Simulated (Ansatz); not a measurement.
**CH3B2Cl (SMILES BC=BCl): functionals against CCSD(T) at one geometry**

The atoms stand at a structure displaced at random from a GFN2-xTB minimum. How far do the functionals agree with CCSD(T) there?

Computed with Ansatz 0.2.0, Gaussian basis. Level: single points in def2-TZVPP.

Correlated methods freeze the cores.

### 1 The starting structure

7 atoms, charge 0, spin multiplicity 1.

Atoms are counted from 1 here; the program's logs count them from 0.

Bond lengths: B1–C2 1.621 Å, B1–H5 1.037 Å, B1–H6 1.205 Å, C2–B3 1.511 Å, C2–H7 0.718 Å, B3–Cl4 1.553 Å. Angles: C2–B1–H5 121.9°, C2–B1–H6 111.1°, H5–B1–H6 126.8°, B1–C2–B3 114.5°, B1–C2–H7 121.2°, B3–C2–H7 123.9°, C2–B3–Cl4 169.7°.

Coordinates:

```mol
CH3B2Cl
  3D, bonds by distance, orders not assigned

  7  6  0  0  0  0  0  0  0  0999 V2000
   -0.2881    1.0188   -0.5221 B   0  0
    0.2535    0.0486    0.6588 C   0  0
    0.2021   -1.4258    0.3301 B   0  0
    0.2524   -2.8639   -0.2547 Cl  0  0
   -0.4360    0.6751   -1.4888 H   0  0
   -0.3863    2.1572   -0.1384 H   0  0
    0.4192    0.3086    1.3067 H   0  0
  1  2  8  0
  1  5  8  0
  1  6  8  0
  2  3  8  0
  2  7  8  0
  3  4  8  0
M  END
```

### 2 CCSD(T)/def2-TZVPP

Input file run/in.yaml:

```yaml
crystal:
  periodic: [false, false, false]
  atoms:
    - {symbol: B, position_ang: [-0.288100, 1.018800, -0.522100]}
    - {symbol: C, position_ang: [0.253500, 0.048600, 0.658800]}
    - {symbol: B, position_ang: [0.202100, -1.425800, 0.330100]}
    - {symbol: Cl, position_ang: [0.252400, -2.863900, -0.254700]}
    - {symbol: H, position_ang: [-0.436000, 0.675100, -1.488800]}
    - {symbol: H, position_ang: [-0.386300, 2.157200, -0.138400]}
    - {symbol: H, position_ang: [0.419200, 0.308600, 1.306700]}
basis:
  gaussian: {orbitals: def2-TZVPP}
correlation: {method: ccsd_t}
output: {forces: true}
```

No record of the launch command was kept for these runs.

### 3 PBE0-D4/def2-TZVPP

run/in.yaml: that of step 2 with these lines changed.

```diff
@@ -12,3 +12,3 @@
   gaussian: {orbitals: def2-TZVPP}
-correlation: {method: ccsd_t}
-output: {forces: true}
+hamiltonian: {xc: pbe0, dispersion: d4}
+output: {forces: true, orbitals: {seedname: orbitals}}
```

### 4 wB97M-V/def2-TZVPP

run/in.yaml: that of step 3 with these lines changed.

```diff
@@ -12,3 +12,3 @@
   gaussian: {orbitals: def2-TZVPP}
-hamiltonian: {xc: pbe0, dispersion: d4}
-output: {forces: true, orbitals: {seedname: orbitals}}
+hamiltonian: {xc: {name: wB97M-V}}
+output: {forces: true}
```

### 5 r2SCAN-D4/def2-TZVPP

run/in.yaml: that of step 4 with these lines changed.

```diff
@@ -12,3 +12,3 @@
   gaussian: {orbitals: def2-TZVPP}
-hamiltonian: {xc: {name: wB97M-V}}
+hamiltonian: {xc: r2scan, dispersion: d4}
 output: {forces: true}
```

### 6 PBE-D4/def2-TZVPP

run/in.yaml: that of step 5 with these lines changed.

```diff
@@ -12,3 +12,3 @@
   gaussian: {orbitals: def2-TZVPP}
-hamiltonian: {xc: r2scan, dispersion: d4}
+hamiltonian: {xc: pbe, dispersion: d4}
 output: {forces: true}
```

### 7 revPBE-D4/def2-TZVPP

run/in.yaml: that of step 6 with these lines changed.

```diff
@@ -12,3 +12,3 @@
   gaussian: {orbitals: def2-TZVPP}
-hamiltonian: {xc: pbe, dispersion: d4}
+hamiltonian: {xc: {name: revPBE}, dispersion: d4}
 output: {forces: true}
```

### 8 LC-wPBE/def2-TZVPP

run/in.yaml: that of step 7 with these lines changed.

```diff
@@ -12,3 +12,3 @@
   gaussian: {orbitals: def2-TZVPP}
-hamiltonian: {xc: {name: revPBE}, dispersion: d4}
+hamiltonian: {xc: {name: LC-wPBE}}
 output: {forces: true}
```

(Steps that only read results are left out.)

Before running it: what results should come out? Wanted: energy less free atoms, CCSD(T)/def2-TZVPP; RMS force component; RMS force error; HOMO and LUMO, PBE0-D4; T1 diagnostic.

**Answer**, as computed:

| quantity | value |
| --- | --- |
| energy less free atoms, CCSD(T)/def2-TZVPP | -1943.7 kJ/mol |
| RMS force component | 13.776 to 13.917 eV/Å over the methods |
| RMS force error | PBE0-D4 0.135, wB97M-V 0.134, r2SCAN-D4 0.127, PBE-D4 0.131, revPBE-D4 0.112, LC-wPBE 0.223 eV/Å |
| HOMO and LUMO, PBE0-D4 | -6.63 and -1.45 eV |
| T1 diagnostic | 0.015 |

**Reading.** Against CCSD(T) the functionals' energies less atoms differ by -159.9 to -69.1 kJ/mol, PBE-D4 by -159.9 kJ/mol. CCSD(T) in triple zeta still lacks some correlation energy of the bonds, so part of these gaps is its own basis error and they don't rank the functionals. For forces revPBE-D4 does best and LC-wPBE worst. Frozen-core CCSD(T) forces in triple zeta carry basis errors of their own, and this is one geometry, so small gaps rank nothing.
